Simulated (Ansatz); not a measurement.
# C3H8AlFO: small, medium and large basis sets

How large a basis does C3H8AlFO need? Two functionals are run in growing sets.

Program: Ansatz 0.2.0, Gaussian basis. Level of theory: one geometry, several basis sets. These are calculated values, not measurements.

Levels to be run: PBE0-D4/def2-SVP; ωB97M-V/def2-SVP; PBE0-D4/def2-QZVPP; ωB97M-V/def2-QZVPP; the functionals' def2-TZVPP values are taken from earlier runs.

## 1. The relaxed structure

The geometry comes from an earlier relaxation with PBE0-D4 in a triple-zeta def2 set; it is a stationary point, not always the lowest conformer.

SMILES `CC(C)[O][AlH][F]`, 14 atoms, charge 0, spin multiplicity 1.

Atoms are counted from 1 here; the program's logs count them from 0.

Bond lengths: C1–C2 1.517 Å, C1–H7 1.093 Å, C1–H8 1.093 Å, C1–H9 1.094 Å, C2–C3 1.515 Å, C2–O4 1.410 Å, C2–H10 1.099 Å, C3–H11 1.093 Å, C3–H12 1.091 Å, C3–H13 1.093 Å, O4–Al5 1.670 Å, Al5–F6 1.650 Å, Al5–H14 1.563 Å. Angles: C2–C1–H7 111.0°, C2–C1–H8 110.8°, C2–C1–H9 110.1°, H7–C1–H8 108.1°, H7–C1–H9 108.6°, H8–C1–H9 108.1°, C1–C2–C3 112.1°, C1–C2–O4 111.0°, C1–C2–H10 108.5°, C3–C2–O4 108.5°, C3–C2–H10 108.5°, O4–C2–H10 108.1°, C2–C3–H11 110.8°, C2–C3–H12 110.5°, C2–C3–H13 110.2°, H11–C3–H12 108.6°, H11–C3–H13 108.5°, H12–C3–H13 108.3° and more.

Coordinates:

```xyz
14

C    -0.33176    0.27475   -1.31695
C    -0.51694   -0.25075    0.09372
C    -0.44417   -1.76250    0.15397
O     0.45841    0.28011    0.96257
Al    1.24060    1.71606    1.30083
F     0.84486    3.10545    0.50289
H    -0.38765    1.36576   -1.33829
H    -1.10371   -0.11866   -1.98261
H     0.64279   -0.03263   -1.70807
H    -1.50478    0.06559    0.45676
H    -1.22551   -2.21331   -0.46246
H    -0.56805   -2.10977    1.18105
H     0.52705   -2.10801   -0.20999
H     2.35585    1.75869    2.39558
```

## 2. PBE0-D4 in def2-SVP

in.yaml

```yaml
crystal:
  periodic: [false, false, false]
  atoms:
    - {symbol: C, position_ang: [-0.331760, 0.274749, -1.316952]}
    - {symbol: C, position_ang: [-0.516936, -0.250748, 0.093720]}
    - {symbol: C, position_ang: [-0.444169, -1.762496, 0.153972]}
    - {symbol: O, position_ang: [0.458413, 0.280112, 0.962570]}
    - {symbol: Al, position_ang: [1.240597, 1.716064, 1.300827]}
    - {symbol: F, position_ang: [0.844860, 3.105452, 0.502885]}
    - {symbol: H, position_ang: [-0.387646, 1.365760, -1.338292]}
    - {symbol: H, position_ang: [-1.103708, -0.118658, -1.982606]}
    - {symbol: H, position_ang: [0.642793, -0.032635, -1.708074]}
    - {symbol: H, position_ang: [-1.504782, 0.065588, 0.456759]}
    - {symbol: H, position_ang: [-1.225515, -2.213309, -0.462456]}
    - {symbol: H, position_ang: [-0.568051, -2.109768, 1.181048]}
    - {symbol: H, position_ang: [0.527051, -2.108009, -0.209986]}
    - {symbol: H, position_ang: [2.355853, 1.758695, 2.395584]}
basis:
  gaussian: {orbitals: def2-SVP}
hamiltonian: {xc: pbe0, dispersion: d4}
output: {orbitals: {seedname: orbitals}}
```

Command:

```sh
$ ansatz run in.yaml --threads 2 --pin off --events-out ev --progress --plain --max-ram 32768MiB --backend cpu
```

The runs that follow: ωB97M-V in def2-SVP; PBE0-D4 in def2-QZVPP; ωB97M-V in def2-QZVPP.

**Question.** What will the summary of the whole plan be? Wanted: PBE0-D4: double and triple zeta above quadruple; ωB97M-V: double and triple zeta above quadruple.

As calculated:

| quantity | value |
| --- | --- |
| PBE0-D4: double and triple zeta above quadruple | 12.50, 0.68 eV |
| ωB97M-V: double and triple zeta above quadruple | 12.80, 0.65 eV |

What this shows: For PBE0-D4 the step from double to triple zeta gains 11.82 eV and the next only 0.68 eV. These are total energies; as a rule much of such shifts cancels in differences, which this series doesn't test. The LUMO of ωB97M-V is positive and keeps falling with the basis (1.48 to 0.69 eV): an unbound level that the basis holds in place.
